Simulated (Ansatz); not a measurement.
The system is RuS.

```xyz
2
Lattice="0.0000 2.7643 2.7643 2.7643 0.0000 2.7643 2.7643 2.7643 0.0000" Properties=species:S:1:pos:R:3 pbc="T T T"
Ru    0.0000    0.0000    0.0000
S     1.3821    1.3821    1.3821
```

The cell comes from a database or a generator and needn't be the stable form of this composition.

Program: Ansatz 0.2.0. Alike in all runs: task single point; potentials or basis Ansatz PAW; cell as given; k mesh 6 × 6 × 6; smearing gaussian 0.05 eV.

**Question.** Order these runs on this cell by their pressure, lowest first.
A. level PBEsol+U; spin collinear, random start; U Ru d U = 2 eV; cutoff (eV) 420
B. level PBEsol+U; spin collinear, random start; U Ru d U = 7 eV; cutoff (eV) 420
C. level r2SCAN+U; spin off; U Ru d U = 4 eV; cutoff (eV) 500

**Answer.** A (-20.5 GPa), C (-18.1 GPa), B (2.9 GPa).

Caveats: the PAW data sets come from PBE, with cores solved anew for the run's functional, which leaves a small shift of forces and pressure; the magnetic or orbital state may not be the lowest (some runs); U without spin polarisation on a metal has little footing (some runs).

Not every run made on this cell is shown here.
